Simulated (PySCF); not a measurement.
# BiH3N (Bi(NH3)3+): the cost of one run

Method: BP86, Bi def2-SVP with ECP60, N def2-SVP, H def2-SVP; scalar-relativistic core potentials, no spin–orbit coupling; program: PySCF 2.14.0.

1 further run of the same task is left out (for a known fault of the program).

**1. The system as given**

5 atoms, charge 3, spin multiplicity 1.

Bond lengths: Bi1–N2 2.353 Å, N2–H3 1.065 Å, N2–H4 1.065 Å, N2–H5 1.065 Å. Angles: Bi1–N2–H3 113.1°, Bi1–N2–H4 113.1°, Bi1–N2–H5 113.1°, H3–N2–H4 105.6°, H3–N2–H5 105.6°, H4–N2–H5 105.6°.

As a file:

| atom | x (Å) | y (Å) | z (Å) |
| --- | --- | --- | --- |
| Bi1 | 0.0000 | 0.0000 | -0.1893 |
| N2 | 0.0000 | 0.0000 | 2.1636 |
| H3 | 0.9794 | 0.0000 | 2.5814 |
| H4 | -0.4897 | 0.8481 | 2.5814 |
| H5 | -0.4897 | -0.8482 | 2.5814 |

Formal oxidation states: Bi +3. An earlier session relaxed this geometry at BP86, Bi def2-SVP with ECP60, N def2-SVP, H def2-SVP (singlet, point group C3v).

Its energy there is -269.769023 Eh.

**2. Atoms moved at random, σ = 0.1 Å**

File run.py (the lines that set the calculation):

```python
mol = gto.M(atom='''
Bi    -0.08366     0.02248    -0.17726
N     -0.02512    -0.03435     2.05456
H      1.03101     0.00865     2.59497
H     -0.50145     0.89493     2.67019
H     -0.42078    -0.89171     2.57595''',
    basis={'Bi': 'def2-SVP', 'N': 'def2-SVP', 'H': 'def2-SVP'},
    ecp={'Bi': 'def2-SVP'},
    charge=3, spin=0)
mf = dft.RKS(mol, xc='B88,P86')
mf.grids.atom_grid = (50, 194)
mf = mf.density_fit()  # fitting sets: Bi def2-universal-JKFIT, N def2-universal-JKFIT, H def2-universal-JKFIT
mf.conv_tol = 1e-08; mf.max_cycle = 55
mf.kernel(dm0)  # dm0: the density of the relaxed state
```

On the command line:

```
> OMP_NUM_THREADS=2 python run.py
```

**Question.** How long does this run take on 2 threads of Arm Neoverse V1, shared host?

About 1.2 s.
